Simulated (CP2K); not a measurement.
**GaN at PBE/SZV: moving one setting at a time**

Aim: start from a run with usual settings and see what each changed setting does to the results.

Method: PBE/SZV, atoms fixed, no spin polarisation, in CP2K 2026.2.

## (1) The structure to begin with

The structure is cubic, space group F-43m (No. 216). Conventional cell: a = 4.498 Å, b = 4.498 Å, c = 4.498 Å, α = 90.00°, β = 90.00°, γ = 90.00°. Around Ga (site symmetry -43m) lie 4 N at 1.95 Å. Around N (site symmetry -43m) lie 4 Ga at 1.95 Å.

As a file:

```cif
data_structure
_symmetry_space_group_name_H-M 'P 1'
_symmetry_Int_Tables_number 1
_cell_length_a 3.1805
_cell_length_b 3.1805
_cell_length_c 3.1805
_cell_angle_alpha 60.000
_cell_angle_beta 60.000
_cell_angle_gamma 60.000
_cell_volume 22.75
loop_
_atom_site_label
_atom_site_type_symbol
_atom_site_fract_x
_atom_site_fract_y
_atom_site_fract_z
_atom_site_occupancy
Ga1 Ga 0.00000 0.00000 0.00000 1
N1 N 0.25000 0.25000 0.25000 1
```

The structure type (zincblende) is imposed and need not be the compound's stable one.

## (2) The reference run

A small atomic basis brings errors of its own in gap and pressure, and the grid adds noise to the pressure.

Input file run.inp:

```
&GLOBAL
 PROJECT run
 RUN_TYPE ENERGY_FORCE
 PRINT_LEVEL LOW
&END GLOBAL
&FORCE_EVAL
 METHOD QS
 STRESS_TENSOR ANALYTICAL
 &DFT
  BASIS_SET_FILE_NAME BASIS_MOLOPT
  POTENTIAL_FILE_NAME GTH_POTENTIALS
  &QS
   EXTRAPOLATION USE_GUESS
  &END QS
  &MGRID
   CUTOFF 500
   REL_CUTOFF 50
  &END MGRID
  &XC
   &XC_FUNCTIONAL PBE
   &END XC_FUNCTIONAL
  &END XC
  &KPOINTS
   SCHEME MONKHORST-PACK 5 5 5
   SYMMETRY F
   FULL_GRID F
  &END KPOINTS
  &SCF
   ADDED_MOS 8
   EPS_SCF 1e-6
   MAX_SCF 80
   &DIAGONALIZATION
   &END DIAGONALIZATION
   &MIXING
    METHOD BROYDEN_MIXING
    ALPHA 0.3
   &END MIXING
   &SMEAR
    METHOD FERMI_DIRAC
    ELECTRONIC_TEMPERATURE [K] 232
   &END SMEAR
   &PRINT
    &ITERATION_INFO
    &END ITERATION_INFO
   &END PRINT
  &END SCF
  &PRINT
   &BAND_STRUCTURE
    FILE_NAME bands.bs
    ADDED_MOS 6
    &KPOINT_SET
     UNITS B_VECTOR
     SPECIAL_POINT 0.00000000 0.00000000 0.00000000
     NPOINTS 0
    &END KPOINT_SET
    &KPOINT_SET
     UNITS B_VECTOR
     SPECIAL_POINT -0.50000000 -0.50000000 0.00000000
     NPOINTS 0
    &END KPOINT_SET
    &KPOINT_SET
     UNITS B_VECTOR
     SPECIAL_POINT -0.37500000 -0.37500000 0.25000000
     NPOINTS 0
    &END KPOINT_SET
    &KPOINT_SET
     UNITS B_VECTOR
     SPECIAL_POINT -0.37500000 0.00000000 0.37500000
     NPOINTS 0
    &END KPOINT_SET
    &KPOINT_SET
     UNITS B_VECTOR
     SPECIAL_POINT 0.00000000 0.00000000 0.50000000
     NPOINTS 0
    &END KPOINT_SET
    &KPOINT_SET
     UNITS B_VECTOR
     SPECIAL_POINT -0.50000000 -0.25000000 0.25000000
     NPOINTS 0
    &END KPOINT_SET
   &END BAND_STRUCTURE
  &END PRINT
 &END DFT
 &SUBSYS
  &CELL
   A 3.18049919 0.00000000 0.00000000
   B 1.59024960 2.75439310 0.00000000
   C 1.59024960 0.91813103 2.59686671
  &END CELL
  &COORD
   SCALED
   Ga -0.00000000 0.00000000 0.00000000
   N 0.25000000 0.25000000 0.25000000
  &END COORD
  &KIND Ga
   BASIS_SET SZV-MOLOPT-SR-GTH
   POTENTIAL GTH-PBE
  &END KIND
  &KIND N
   BASIS_SET SZV-MOLOPT-SR-GTH
   POTENTIAL GTH-PBE
  &END KIND
 &END SUBSYS
 &PRINT
  &STRESS_TENSOR
  &END STRESS_TENSOR
  &FORCES
  &END FORCES
 &END PRINT
&END FORCE_EVAL
```

Run with:

```bash
> cp2k.psmp -i run.inp
```

Output, cut to the lines that bear on the results:

```text
[...]
 CP2K| version string:                                       CP2K version 2026.2
[...]
                             - Atoms:                                          2
[...]
                             - Spherical basis functions:                     13
[...]
 Number of electrons:                                                         18
[...]
     1 NoMix/Diag. 0.30E+00    0.3     1.38934860       -84.5198509111 -8.45E+01
[...]
     9 Broy./Diag. 0.30E+00    0.5     0.00000068       -84.5158392073 -2.07E-05
  *** SCF run converged in     9 steps ***
[...]
  Overlap energy of the core charge distribution:               0.00000000567986
  Self energy of the core charge distribution:               -122.14453681889931
  Core Hamiltonian energy:                                     37.11409711725928
  Hartree energy:                                              13.38871614143732
  Exchange-correlation energy:                                -12.87411565274097
  Electronic entropic energy:                                  -0.00000000000000
  Fermi energy:                                                 0.28145899954207
  Total energy:                                               -84.51583920726382
  Total energy (extrapolated to T->0):                        -84.51583920726382
[...]
 ENERGY| Total FORCE_EVAL ( QS ) energy [hartree]            -84.515838134429515
 FORCES| Atomic forces [hartree/bohr]
 FORCES|   Atom     x               y               z               |f|
 FORCES|      1 -2.10220946E-05 -1.21067328E-05 -8.53068452E-06   2.57152488E-05
 FORCES|      2  4.23785205E-05  2.44368715E-05  1.72494170E-05   5.18713994E-05
 FORCES| Sum     2.13564260E-05  1.23301386E-05  8.71873244E-06
 FORCES| Total atomic force                                       2.61561760E-05
 STRESS| Analytical stress tensor [bar]
 STRESS|                        x                   y                   z
 STRESS|      x        1.34347110907E+05   8.65226395313E+02   6.11807431614E+02
 STRESS|      y        8.65226395313E+02   1.33345157574E+05   3.47953567246E+02
 STRESS|      z        6.11807431614E+02   3.47953567246E+02   1.33098580788E+05
 STRESS| 1/3 Trace                                             1.33596949756E+05
 STRESS| Determinant                                           2.38423395743E+15
[...]
```

Wall time 6 s (2 threads of Intel Xeon 6975P-C (Granite Rapids), shared host); peak memory 0.25 GiB.

Gap 1.94 eV; pressure 13.4 GPa.

## (3) Change: CUTOFF = 1000

Edit run.inp of step 2 so:

```diff
@@ -15,3 +15,3 @@
   &MGRID
-   CUTOFF 500
+   CUTOFF 1000
    REL_CUTOFF 50
```

Run with:

```bash
> cp2k.psmp -i run.inp
```

Output, cut to the lines that bear on the results:

```text
[...]
 CP2K| version string:                                       CP2K version 2026.2
[...]
                             - Atoms:                                          2
[...]
                             - Spherical basis functions:                     13
[...]
 Number of electrons:                                                         18
[...]
     1 NoMix/Diag. 0.30E+00    0.4     1.38931581       -84.5197487021 -8.45E+01
[...]
     9 Broy./Diag. 0.30E+00    0.7     0.00000068       -84.5157367952 -2.09E-05
  *** SCF run converged in     9 steps ***
[...]
  Overlap energy of the core charge distribution:               0.00000000567986
  Self energy of the core charge distribution:               -122.14453681889931
  Core Hamiltonian energy:                                     37.11402518941518
  Hartree energy:                                              13.38877211575650
  Exchange-correlation energy:                                -12.87399728713579
  Electronic entropic energy:                                  -0.00000000000000
  Fermi energy:                                                 0.28143937352921
  Total energy:                                               -84.51573679518356
  Total energy (extrapolated to T->0):                        -84.51573679518356
[...]
 ENERGY| Total FORCE_EVAL ( QS ) energy [hartree]            -84.515735729196308
 FORCES| Atomic forces [hartree/bohr]
 FORCES|   Atom     x               y               z               |f|
 FORCES|      1 -4.75284487E-09  2.76276706E-08  4.96025040E-08   5.69761891E-08
 FORCES|      2  4.51235946E-09 -2.77892470E-08 -4.97258901E-08   5.71425217E-08
 FORCES| Sum    -2.40485413E-10 -1.61576418E-10 -1.23386123E-10
 FORCES| Total atomic force                                       3.14903649E-10
 STRESS| Analytical stress tensor [bar]
 STRESS|                        x                   y                   z
 STRESS|      x        1.32973272638E+05   4.66417069782E-01   3.29806691823E-01
 STRESS|      y        4.66417069782E-01   1.32969857404E+05  -5.08336007764E+00
 STRESS|      z        3.29806691823E-01  -5.08336007764E+00   1.32972915364E+05
 STRESS| 1/3 Trace                                             1.32972015136E+05
 STRESS| Determinant                                           2.35115223570E+15
[...]
```

It took 8.1 s on 2 threads of Intel Xeon 6975P-C (Granite Rapids), shared host; peak memory 0.34 GiB.

Against the reference run the gap moves by 0.00 eV and the energy by +1.4 meV/atom.

## (4) Change: ELECTRONIC_TEMPERATURE = 3000

Edit run.inp of step 3 so:

```diff
@@ -15,3 +15,3 @@
   &MGRID
-   CUTOFF 1000
+   CUTOFF 500
    REL_CUTOFF 50
@@ -39,3 +39,3 @@
     METHOD FERMI_DIRAC
-    ELECTRONIC_TEMPERATURE [K] 232
+    ELECTRONIC_TEMPERATURE [K] 3000
    &END SMEAR
```

Run with:

```bash
> cp2k.psmp -i run.inp
```

Output, cut to the lines that bear on the results:

```text
[...]
 CP2K| version string:                                       CP2K version 2026.2
[...]
                             - Atoms:                                          2
[...]
                             - Spherical basis functions:                     13
[...]
 Number of electrons:                                                         18
[...]
     1 NoMix/Diag. 0.30E+00    0.3     1.38922498       -84.5198509111 -8.45E+01
[...]
     9 Broy./Diag. 0.30E+00    0.5     0.00000069       -84.5158560487 -2.10E-05
  *** SCF run converged in     9 steps ***
[...]
  Overlap energy of the core charge distribution:               0.00000000567986
  Self energy of the core charge distribution:               -122.14453681889931
  Core Hamiltonian energy:                                     37.11393896502780
  Hartree energy:                                              13.38888734369017
  Exchange-correlation energy:                                -12.87405603765355
  Electronic entropic energy:                                  -0.00008950683293
  Fermi energy:                                                 0.30642134947440
  Total energy:                                               -84.51585604869041
  Total energy (extrapolated to T->0):                        -84.51581129527395
[...]
 ENERGY| Total FORCE_EVAL ( QS ) energy [hartree]            -84.515855003440620
 FORCES| Atomic forces [hartree/bohr]
 FORCES|   Atom     x               y               z               |f|
 FORCES|      1 -2.10111293E-05 -1.21004586E-05 -8.52521359E-06   2.57015160E-05
 FORCES|      2  4.23698929E-05  2.44319469E-05  1.72449008E-05   5.18605289E-05
 FORCES| Sum     2.13587636E-05  1.23314883E-05  8.71968716E-06
 FORCES| Total atomic force                                       2.61590391E-05
 STRESS| Analytical stress tensor [bar]
 STRESS|                        x                   y                   z
 STRESS|      x        1.34893146970E+05   8.65238736964E+02   6.11816158651E+02
 STRESS|      y        8.65238736964E+02   1.33891175000E+05   3.47958633777E+02
 STRESS|      z        6.11816158651E+02   3.47958633777E+02   1.33644587044E+05
 STRESS| 1/3 Trace                                             1.34142969671E+05
 STRESS| Determinant                                           2.41358901357E+15
[...]
```

Wall time 5.9 s (2 threads of Intel Xeon 6975P-C (Granite Rapids), shared host); peak memory 0.25 GiB.

Against the reference run the gap moves by 0.00 eV and the energy by -0.2 meV/atom.

## (5) Change: KPOINTS = 2x2x2

Edit run.inp of step 4 so:

```diff
@@ -23,3 +23,3 @@
   &KPOINTS
-   SCHEME MONKHORST-PACK 5 5 5
+   SCHEME MONKHORST-PACK 2 2 2
    SYMMETRY F
@@ -39,3 +39,3 @@
     METHOD FERMI_DIRAC
-    ELECTRONIC_TEMPERATURE [K] 3000
+    ELECTRONIC_TEMPERATURE [K] 232
    &END SMEAR
```

Run with:

```bash
> cp2k.psmp -i run.inp
```

Output, cut to the lines that bear on the results:

```text
[...]
 CP2K| version string:                                       CP2K version 2026.2
[...]
                             - Atoms:                                          2
[...]
                             - Spherical basis functions:                     13
[...]
 Number of electrons:                                                         18
[...]
     1 NoMix/Diag. 0.30E+00    0.2     2.00927489       -84.5198509111 -8.45E+01
[...]
     9 Broy./Diag. 0.30E+00    0.4     0.00000049       -84.5136346923 -1.09E-05
  *** SCF run converged in     9 steps ***
[...]
  Overlap energy of the core charge distribution:               0.00000000567986
  Self energy of the core charge distribution:               -122.14453681889931
  Core Hamiltonian energy:                                     37.12404102781716
  Hartree energy:                                              13.38374217146065
  Exchange-correlation energy:                                -12.87688107839988
  Electronic entropic energy:                                  -0.00000000000000
  Fermi energy:                                                 0.34380403558211
  Total energy:                                               -84.51363469234153
  Total energy (extrapolated to T->0):                        -84.51363469234153
[...]
 ENERGY| Total FORCE_EVAL ( QS ) energy [hartree]            -84.513656972387139
 FORCES| Atomic forces [hartree/bohr]
 FORCES|   Atom     x               y               z               |f|
 FORCES|      1  1.40428656E-02  8.10778020E-03  5.73308285E-03   1.71990236E-02
 FORCES|      2 -1.40292808E-02 -8.09993696E-03 -5.72753689E-03   1.71823857E-02
 FORCES| Sum     1.35848652E-05  7.84323512E-06  5.54595608E-06
 FORCES| Total atomic force                                       1.66379845E-05
 STRESS| Analytical stress tensor [bar]
 STRESS|                        x                   y                   z
 STRESS|      x        7.58498853193E+04  -6.48835506729E+04  -4.58803618314E+04
 STRESS|      y       -6.48835506729E+04   1.50772853776E+05  -2.64899298095E+04
 STRESS|      z       -4.58803618314E+04  -2.64899298095E+04   1.69504327955E+05
 STRESS| 1/3 Trace                                             1.32042355684E+05
 STRESS| Determinant                                           6.96559172668E+14
[...]
```

Wall time 5.3 s (2 threads of Intel Xeon 6975P-C (Granite Rapids), shared host); peak memory 0.25 GiB.

Against the reference run the gap moves by -0.03 eV and the energy by +29.7 meV/atom.

## (6) Change: XC_FUNCTIONAL = BP

Edit run.inp of step 5 so:

```diff
@@ -19,3 +19,3 @@
   &XC
-   &XC_FUNCTIONAL PBE
+   &XC_FUNCTIONAL BP
    &END XC_FUNCTIONAL
@@ -23,3 +23,3 @@
   &KPOINTS
-   SCHEME MONKHORST-PACK 2 2 2
+   SCHEME MONKHORST-PACK 5 5 5
    SYMMETRY F
```

Run with:

```bash
> cp2k.psmp -i run.inp
```

Output, cut to the lines that bear on the results:

```text
[...]
 CP2K| version string:                                       CP2K version 2026.2
[...]
                             - Atoms:                                          2
[...]
                             - Spherical basis functions:                     13
[...]
 Number of electrons:                                                         18
[...]
     1 NoMix/Diag. 0.30E+00    0.3     1.38716891       -84.6197540088 -8.46E+01
[...]
     9 Broy./Diag. 0.30E+00    0.4     0.00000071       -84.6148613178 -2.12E-05
  *** SCF run converged in     9 steps ***
[...]
  Overlap energy of the core charge distribution:               0.00000000567986
  Self energy of the core charge distribution:               -122.14453681889931
  Core Hamiltonian energy:                                     37.11739319345242
  Hartree energy:                                              13.38619845342012
  Exchange-correlation energy:                                -12.97391615142958
  Electronic entropic energy:                                  -0.00000000000000
  Fermi energy:                                                 0.27687477620098
  Total energy:                                               -84.61486131777649
  Total energy (extrapolated to T->0):                        -84.61486131777649
[...]
 ENERGY| Total FORCE_EVAL ( QS ) energy [hartree]            -84.614860680858285
 FORCES| Atomic forces [hartree/bohr]
 FORCES|   Atom     x               y               z               |f|
 FORCES|      1 -3.99931517E-05 -2.30595884E-05 -1.62757410E-05   4.89499391E-05
 FORCES|      2  3.76884678E-05  2.17291306E-05  1.53348498E-05   4.61273600E-05
 FORCES| Sum    -2.30468389E-06 -1.33045772E-06 -9.40891211E-07
 FORCES| Total atomic force                                       2.82258071E-06
 STRESS| Analytical stress tensor [bar]
 STRESS|                        x                   y                   z
 STRESS|      x        1.40794400036E+05   8.98775019782E+02   6.35529888851E+02
 STRESS|      y        8.98775019782E+02   1.39753702998E+05   3.61662698861E+02
 STRESS|      z        6.35529888851E+02   3.61662698861E+02   1.39497433773E+05
 STRESS| 1/3 Trace                                             1.40015178936E+05
 STRESS| Determinant                                           2.74463952890E+15
[...]
```

Run time: 5.8 s. Hardware: 2 threads of Intel Xeon 6975P-C (Granite Rapids), shared host; peak memory 0.24 GiB.

Totals of another method or basis aren't compared here.

## (7) Change: KPOINTS = 4x4x4

Edit run.inp of step 6 so:

```diff
@@ -19,3 +19,3 @@
   &XC
-   &XC_FUNCTIONAL BP
+   &XC_FUNCTIONAL PBE
    &END XC_FUNCTIONAL
@@ -23,3 +23,3 @@
   &KPOINTS
-   SCHEME MONKHORST-PACK 5 5 5
+   SCHEME MONKHORST-PACK 4 4 4
    SYMMETRY F
```

Run with:

```bash
> cp2k.psmp -i run.inp
```

Output, cut to the lines that bear on the results:

```text
[...]
 CP2K| version string:                                       CP2K version 2026.2
[...]
                             - Atoms:                                          2
[...]
                             - Spherical basis functions:                     13
[...]
 Number of electrons:                                                         18
[...]
     1 NoMix/Diag. 0.30E+00    0.3     1.38723244       -84.5198509111 -8.45E+01
[...]
     9 Broy./Diag. 0.30E+00    0.4     0.00000076       -84.5163613005 -1.12E-05
  *** SCF run converged in     9 steps ***
[...]
  Overlap energy of the core charge distribution:               0.00000000567986
  Self energy of the core charge distribution:               -122.14453681889931
  Core Hamiltonian energy:                                     37.11001342296843
  Hartree energy:                                              13.39161381165537
  Exchange-correlation energy:                                -12.87345172189458
  Electronic entropic energy:                                  -0.00000000000000
  Fermi energy:                                                 0.35115500630132
  Total energy:                                               -84.51636130049025
  Total energy (extrapolated to T->0):                        -84.51636130049025
[...]
 ENERGY| Total FORCE_EVAL ( QS ) energy [hartree]            -84.516368447275610
 FORCES| Atomic forces [hartree/bohr]
 FORCES|   Atom     x               y               z               |f|
 FORCES|      1  3.88498302E-04  2.24323983E-04  1.58655399E-04   4.75840010E-04
 FORCES|      2 -3.67849525E-04 -2.12402404E-04 -1.50225565E-04   4.50550524E-04
 FORCES| Sum     2.06487769E-05  1.19215788E-05  8.42983353E-06
 FORCES| Total atomic force                                       2.52894864E-05
 STRESS| Analytical stress tensor [bar]
 STRESS|                        x                   y                   z
 STRESS|      x        1.33731132320E+05  -1.81814747974E+03  -1.28564067802E+03
 STRESS|      y       -1.81814747974E+03   1.35827343852E+05  -7.47606003816E+02
 STRESS|      z       -1.28564067802E+03  -7.47606003816E+02   1.36355271996E+05
 STRESS| 1/3 Trace                                             1.35304582723E+05
 STRESS| Determinant                                           2.47605064528E+15
[...]
```

Wall time 5.8 s (2 threads of Intel Xeon 6975P-C (Granite Rapids), shared host); peak memory 0.24 GiB.

Against the reference run the gap moves by 0.00 eV and the energy by -7.2 meV/atom.

## (8) Change: MAX_SCF = 2

Edit run.inp of step 7 so:

```diff
@@ -23,3 +23,3 @@
   &KPOINTS
-   SCHEME MONKHORST-PACK 4 4 4
+   SCHEME MONKHORST-PACK 5 5 5
    SYMMETRY F
@@ -30,3 +30,3 @@
    EPS_SCF 1e-6
-   MAX_SCF 80
+   MAX_SCF 2
    &DIAGONALIZATION
```

Run with:

```bash
> cp2k.psmp -i run.inp
```

Output:

```text
[... start of the log left out ...]
  Exchange-correlation energy:                                -12.86055093081256
  Electronic entropic energy:                                  -0.00000000000000
  Fermi energy:                                                 0.27124433000523

  Total energy:                                               -83.90738925917034
  Total energy (extrapolated to T->0):                        -83.90738925917034

 *******************************************************************************
 *   ___                                                                       *
 *  /   \                                                                      *
 * [ABORT]                                                                     *
 *  \___/     SCF run NOT converged. To continue the calculation regardless,   *
 *    |             please set the keyword IGNORE_CONVERGENCE_FAILURE.         *
 *  O/|                                                                        *
 * /| |                                                                        *
 *******************************************************************************

 ===== Routine Calling Stack =====

            4 scf_env_do_scf
            3 qs_energies
            2 qs_forces
            1 CP2K
--------------------------------------------------------------------------
MPI_ABORT was invoked on rank 0 in communicator MPI_COMM_WORLD
  Proc: [[47008,0],0]
  Errorcode: 1

NOTE: invoking MPI_ABORT causes Open MPI to kill all MPI processes.
You may or may not see output from other processes, depending on
exactly when Open MPI kills them.
--------------------------------------------------------------------------
```

Wall time 2.1 s (2 threads of Intel Xeon 6975P-C (Granite Rapids), shared host); peak memory 0.23 GiB.

The run did not converge: «SCF run NOT converged».

## (9) What moved

| change | ends | gap (eV) | energy (meV/atom) | pressure (GPa) | time |
| --- | --- | --- | --- | --- | --- |
| none | converged | 1.94 | 0 | 13.4 | 6 s |
| CUTOFF = 1000 | converged | 0.00 | +1.4 | -0.1 | 8.1 s |
| ELECTRONIC_TEMPERATURE = 3000 | converged | 0.00 | -0.2 | +0.1 | 5.9 s |
| KPOINTS = 2x2x2 | converged | -0.03 | +29.7 | -0.2 | 5.3 s |
| XC_FUNCTIONAL = BP | converged | 0.00 | – | +0.6 | 5.8 s |
| KPOINTS = 4x4x4 | converged | 0.00 | -7.2 | +0.2 | 5.8 s |
| MAX_SCF = 2 | not converged | – | – | – | 2.1 s |

The first row holds values, the others changes from it. Keys are the program's: temperature in eV (tblite) or K (CP2K), cutoffs in Ry, CUTOFP in Å. Among the numerical settings, KPOINTS = 2x2x2 moves the energy most (+29.7 meV/atom). 1 of the 6 changes gave no result. The changed runs test settings; they are no properties of the crystal.
